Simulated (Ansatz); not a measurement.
Relaxation of a periodic cell of 13 atoms, LiCa4F8 (host CaF2, host structure Fm-3m, interstitial Li), cell charge +1, to a largest force component of 0.08 eV/Å in at most 25 steps.

Computed with Ansatz 0.2.0, DFT PBE, scalar-relativistic, plane waves, PAW. Settings: accuracy low, cutoff 420 eV, k mesh 2x2x2, fermi-dirac smearing 0.05 eV, no spin polarisation.

```xyz
13
Lattice="5.2991 0.0000 0.0000 0.0000 5.2991 0.0000 0.0000 0.0000 5.2991" Properties=species:S:1:pos:R:3
Ca 0.000 0.000 0.000
F 1.325 1.325 1.325
F 3.974 3.974 3.974
Ca 2.650 2.650 0.000
F 3.974 3.974 1.325
F 1.325 1.325 3.974
Ca 2.650 0.000 2.650
F 3.974 1.325 3.974
F 1.325 3.974 1.325
Ca 0.000 2.650 2.650
F 1.325 3.974 3.974
F 3.974 1.325 1.325
Li 2.621 2.663 3.369
```

Problem. Where does it end, and by what steps?

Solution. The forces met the threshold. The threshold is loose, so the end isn't yet a minimum. The force dipped under the threshold on the way, but the program's further checks kept it going. Limits of this set-up: coarse k mesh, low accuracy level, charged cell in a uniform background, uncorrected. After 5 steps the energy has fallen by 1.008 eV; Li13 moved furthest, 0.54 Å.

```csv
step,energy less start (eV),largest force component (eV/Å),accepted
0,0.0000,4.645,yes
1,-0.6036,2.426,yes
2,-0.8805,0.681,yes
3,-0.9834,0.178,yes
4,-1.0081,0.027,yes
5,-1.0081,0.028,yes
```

```xyz
13
Lattice="5.2991 0.0000 0.0000 0.0000 5.2991 0.0000 0.0000 0.0000 5.2991" Properties=species:S:1:pos:R:3
Ca -0.001 0.001 0.034
F 1.345 1.349 1.399
F 3.916 3.919 3.970
Ca 2.648 2.650 0.092
F 3.950 3.953 1.398
F 1.379 1.383 3.970
Ca 2.648 0.002 2.684
F 3.935 1.363 3.990
F 1.358 3.940 1.414
Ca -0.004 2.650 2.684
F 1.360 3.937 3.989
F 3.938 1.360 1.412
Li 2.644 2.652 2.828
```

Whether the end is a true minimum wasn't checked by a vibrational analysis.

The run took 26 s on 1 thread of Arm Neoverse V2, with other jobs on the host, peak memory 0.4 GiB.
